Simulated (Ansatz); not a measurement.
**C₂H₃BO: taking an electron away**

An exercise on one series of results from a longer session: the logs are not shown, and one member is left open.

Computed with Ansatz 0.2.0, Gaussian basis. Level: unrestricted cation, the program's frozen cores in correlated methods.

The runs, in order: UKS PBE-D4/def2-TZVPP; UKS r2SCAN-D4/def2-TZVPP; UKS PBE0-D4/def2-TZVPP; UKS B3LYP-D4/def2-TZVPP; UKS wB97X-V/def2-TZVPP; UKS wB97M-V/def2-TZVPP; UKS B2PLYP/def2-TZVPP; UHF-CCSD(T)/def2-TZVPP; UHF-MP2/def2-QZVPP; extrapolation to the limit; then −ε(HOMO) from the neutral's earlier runs with LDA (SPW92), PBE-D4, revPBE-D4, BLYP-D4, r2SCAN-D4, B97M-V, PBE0-D4, B3LYP-D4, r2SCANh-D4, r2SCAN0-D4, HSE06-D4, BHLYP-D4, CAM-B3LYP-D4, LC-ωPBE, ωB97X-V, ωB97M-V.

**The relaxed structure**

All runs share one geometry, relaxed beforehand with PBE0-D4 in a triple-zeta def2 set.

7 atoms, charge 0, spin multiplicity 1.

Atoms are counted from 1 here; the program's logs count them from 0.

Bond lengths: B1–C2 1.390 Å, B1–H5 1.174 Å, C2–C3 1.461 Å, C2–H6 1.088 Å, C3–O4 1.210 Å, C3–H7 1.109 Å. Angles: C2–B1–H5 179.0°, B1–C2–C3 122.9°, B1–C2–H6 119.9°, C3–C2–H6 117.3°, C2–C3–O4 125.3°, C2–C3–H7 114.5°, O4–C3–H7 120.1°.

The first run:

File in.yaml:

```yaml
crystal:
  periodic: [false, false, false]
  atoms:
    - {symbol: B, position_ang: [-1.196158, 0.487025, -0.606199]}
    - {symbol: C, position_ang: [0.030988, 0.515966, 0.045191]}
    - {symbol: C, position_ang: [0.792660, -0.691694, 0.356050]}
    - {symbol: O, position_ang: [0.452535, -1.821748, 0.088657]}
    - {symbol: H, position_ang: [-2.234030, 0.482593, -1.155354]}
    - {symbol: H, position_ang: [0.462209, 1.468457, 0.346365]}
    - {symbol: H, position_ang: [1.753096, -0.508498, 0.879589]}
basis:
  gaussian: {orbitals: def2-TZVPP}
total_charge: 1
magnetization: {spin_polarized: true, initial_magnetization: 1}
hamiltonian: {xc: pbe, dispersion: d4}
```

Launch:

```console
ansatz run in.yaml --threads 2 --pin off --events-out ev --progress --plain --max-ram 4352MiB
```

Among the steps run: Cation, UKS PBE-D4/def2-TZVPP; Cation, UKS r2SCAN-D4/def2-TZVPP; Cation, UKS PBE0-D4/def2-TZVPP; Cation, UKS B3LYP-D4/def2-TZVPP; Cation, UKS wB97X-V/def2-TZVPP; Cation, UKS wB97M-V/def2-TZVPP; Cation, UKS B2PLYP (frozen core)/def2-TZVPP; Cation, UHF-CCSD(T)/def2-TZVPP; Cation, UHF-MP2/def2-QZVPP.

One of the session's tables, all rows but one given; the rest of the session is left out.

Orbital estimates, from the neutral's runs:

```
  functional  −ε(HOMO) (eV)
 LDA (SPW92)           5.83
      PBE-D4           5.69
   revPBE-D4           5.64
     BLYP-D4           5.62
   r2SCAN-D4           5.98
      B97M-V           6.15
     PBE0-D4           7.29
    B3LYP-D4           7.06
  r2SCANh-D4           6.59
  r2SCAN0-D4           7.50
    HSE06-D4              ?
    BHLYP-D4           8.34
CAM-B3LYP-D4           8.72
     LC-ωPBE          10.05
     ωB97X-V           9.67
     ωB97M-V           9.58
```

Estimate the missing values for HSE06-D4.

The run gave: −ε(HOMO) (eV): 6.88. In the column «−ε(HOMO) (eV)» it lies between r2SCANh-D4 (6.59) and B3LYP-D4 (7.06).

Caveats from the session: The cation may have settled in a state other than its lowest; no search over hole states beyond the program's own was made.
